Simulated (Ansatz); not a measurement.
# BaTiO3: the cost of one run

Program: Ansatz 0.2.0 through its Python package. Level of theory: DFT PBE+U, plane waves, PAW. These are calculated values, not measurements.

The COD entry's cell or inner coordinates are ideal or old and differ from later refinements, so a difference from it is no clean test against experiment.

### 1 The system

Symmetry: P4mm, No. 99, tetragonal system. The conventional cell has a = 4.000 Å, b = 4.000 Å, c = 4.018 Å, α = 90.00°, β = 90.00°, γ = 90.00°. Around Ba (site symmetry 4mm) lie 12 O at 2.79 to 2.88 Å. Ti (site symmetry 4mm) is surrounded by 6 O at 1.89 to 2.13 Å. O (site symmetry 4mm) is surrounded by 2 Ti at 1.89 to 2.13 Å. O (site symmetry 2mm) has 2 Ti at 2.00 Å and 4 Ba at 2.79 to 2.88 Å as nearest neighbours.

Input file POSCAR:

```text
BaTiO3
1.0
   3.99980000    0.00000000    0.00000000
   0.00000000    3.99980000    0.00000000
   0.00000000    0.00000000    4.01800000
Ba Ti O
1 1 3
Direct
   0.00000000    0.00000000    0.00000000
   0.50000000    0.50000000    0.49000000
   0.50000000    0.50000000    0.01900000
   0.50000000    0.00000000    0.51700000
   0.00000000    0.50000000    0.51700000
```

### 2 The script

plus_u_batio3.py

```python
import warnings

import ansatz as az
from ase.io import read
import numpy as np
from tabulate import tabulate

SETTINGS = {
    "functional": "PBE",
    "kmesh": (4, 4, 4),
    "occupations": "fixed",
}


def count_gap(report):
    # lowest empty less highest filled band, counting bands; zero where they overlap
    return max(report.get("gap_by_band_count_ev") or 0.0, 0.0)


def main() -> None:
    warnings.simplefilter("ignore", az.DeckWarning)

    atoms = read("POSCAR", format="vasp")
    xtal = az.Crystal.from_ase(atoms)

    model = (
        xtal.calculation()
        .functional(SETTINGS["functional"])
        .kpoints(*SETTINGS["kmesh"], center="gamma")
        .occupations(SETTINGS["occupations"])
        .band_table()
    )
    rows = []
    for u in [1.0, 3.0, 5.0, 7.0]:
        r = model.hubbard("Ti", "d", u_eff=u).run(threads=1).report
        shell = r["hubbard"]["n_scf"]
        rows.append((u, count_gap(r), sum(shell) / len(shell), r["n_iterations"]))
    print(tabulate(rows, headers=["U_eff eV", "gap by band count eV", "Ti d occupation (projector)", "iterations"], floatfmt=".4f", tablefmt="github"))
    print("eigenvalues of the first occupation matrix at the last U, by spin:")
    for channel in r["hubbard"]["n_eig"][0]:
        print("  ", " ".join(f"{n:.3f}" for n in channel))


if __name__ == "__main__":
    main()
```

### 3 The calls as engine input

The package turns the script's settings into the engine's input (first run):

```yaml
crystal:
  lattice:
    - [3.9998, 0.0, 0.0]
    - [0.0, 3.9998, 0.0]
    - [0.0, 0.0, 4.018]
  atoms:
    - { symbol: Ba, position: [0.0, 0.0, 0.0] }
    - { symbol: Ti, position: [0.5, 0.5, 0.49] }
    - { symbol: O, position: [0.5, 0.5, 0.019] }
    - { symbol: O, position: [0.5, 0.0, 0.517] }
    - { symbol: O, position: [0.0, 0.5, 0.517] }
kpoints:
  mp_grid:
    grid: [4, 4, 4]
    shift: [0.0, 0.0, 0.0]
hamiltonian:
  xc: pbe
  hubbard:
    - { species: Ti, l: d, u_eff: 1.0 }
scf:
  occupations:
    method: fixed
output:
  eigenvalues: true
```

### 4 Launch

On the command line:

```
python plus_u_batio3.py
```

**Question.** How long does this script take on 1 thread of Arm Neoverse V2, shared host, and how much memory does it need?

About 16 s, with a peak of 0.48 GiB.
